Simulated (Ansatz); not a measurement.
Working through a frozen displacement of one atom of Sr, space group P6_3/mmc

Computed with Ansatz 0.2.0 through its Python package.

The cells in order, each with its output:

In [1]:
```python
import ansatz as az
import numpy as np
```

In [2]:
```python
vectors = np.array([
    [4.31, 0.0, 0.0],
    [-2.155, 3.73257, 0.0],
    [0.0, 0.0, 7.05],
])
structure = (
    az.Lattice.of(vectors)
    .atom("Sr", (1 / 3, 2 / 3, 0.25))
    .atom("Sr", (2 / 3, 1 / 3, 0.75))
)
```

In [3]:
```python
structure.resolved().tree()["lattice"]
```
Out [3]:
```text
((4.31, 0.0, 0.0), (-2.155, 3.73257, 0.0), (0.0, 0.0, 7.05))
```

In [4]:
```python
inverse = np.linalg.inv(np.array(structure.lattice.vectors))
home = np.array(structure.sites[1].position)
values = np.linspace(-0.1, 0.1, 5)
energies, pulls = [], []
for shift in values:
    moved = structure.move(1, to=home + shift * inverse[2])
    setup = (
        moved.calculation()
        .functional(az.Functional.PBESOL)
        .basis(510)
        .kpoints(length=22)
        .occupations("methfessel_paxton", width=0.15)
        .forces()
    )
    report = setup.run(threads=1, pin="off").report
    energies.append(report["free_energy_ev"])
    pulls.append(report["forces_ev_ang"][1][2])
```

In [5]:
```python
print("shift (A)   dE (eV)   force along z (eV/A)")
for shift, e, f in zip(values, energies, pulls):
    print(f"{shift:8.3f} {e - energies[2]:10.5f} {f:12.4f}")
print(f"stiffness from energies {2 * np.polyfit(values, energies, 2)[0]:.3f}, from forces {-np.polyfit(values, pulls, 1)[0]:.3f} eV/A^2")
```
```text
shift (A)   dE (eV)   force along z (eV/A)
  -0.100    0.00514       0.1033
  -0.050    0.00128       0.0514
   0.000    0.00000       0.0000
   0.050    0.00128      -0.0513
   0.100    0.00514      -0.1033
stiffness from energies 1.029, from forces 1.032 eV/A^2
```

The curvature of the energy gives 1.029 eV/Å² and the slope of the force 1.032 eV/Å², a positive curvature.

Notes:
- The mesh is modest for a metal, so energies can be off by several to tens of meV an atom and pressures by half a GPa or more; differences at equal mesh fare better.
- In a metal a curvature from energy changes of a few meV or less hangs on mesh and smearing, in size and even in sign.
- This isn't the structure that Sr takes at ambient conditions.
- All periodic images of the atom move with it, so the curvature is one diagonal element of the zone-centre force constants and no normal mode; a positive value doesn't exclude soft modes in which several atoms move.
- Timing: 7.7 s on 1 thread of Arm Neoverse V2, with other jobs on the host, peak memory 0.4 GiB.

(Lines on the test bed's own set-up are left out of the output.)
